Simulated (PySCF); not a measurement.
# C3H11BNP: the cost of one run

Computed with PySCF 2.14.0 and routines of our own; the level stands in each step. Atoms count from 0.

## 1. The system as given

17 atoms, charge 0, multiplicity 1; geometry from: GFN2-xTB.

## 2. Geometry optimisation at PBE0-D3(BJ)/def2-SVP

Job settings and geometry (Å):

```
{"job": {"xc": "PBE0", "basis": "def2-SVP", "d3": "d3bj", "grid": 1, "kind": "geom"}, "charge": 0, "multiplicity": 1}
B      2.299267    -0.445787    -0.351206
P      0.479747     0.110766    -0.036372
N      0.263803     1.767476     0.291676
C     -1.007358    -0.206397    -1.105099
C     -1.885583    -0.393112     0.143703
C     -0.747726    -0.615507     1.154211
H      2.859686    -0.136625     0.656788
H      2.286178    -1.611285    -0.560547
H      2.628994     0.215210    -1.289444
H      0.786391     2.018580     1.127514
H      0.645282     2.317682    -0.474032
H     -0.885775    -1.128600    -1.672178
H     -1.306182     0.593095    -1.780130
H     -2.600439    -1.213438     0.077829
H     -2.425705     0.523841     0.370308
H     -0.857450    -0.112618     2.112890
H     -0.540130    -1.671250     1.324179
```

The run is started by

```bash
$ OMP_NUM_THREADS=1 python excited_run.py task.json out
```

The driver reads the jobs from task.json and runs them one after another.

Q: Estimate the wall time and peak memory of this first job on 1 thread of Arm Neoverse N1, shared host.

About 51 s, with a peak of 0.58 GiB.
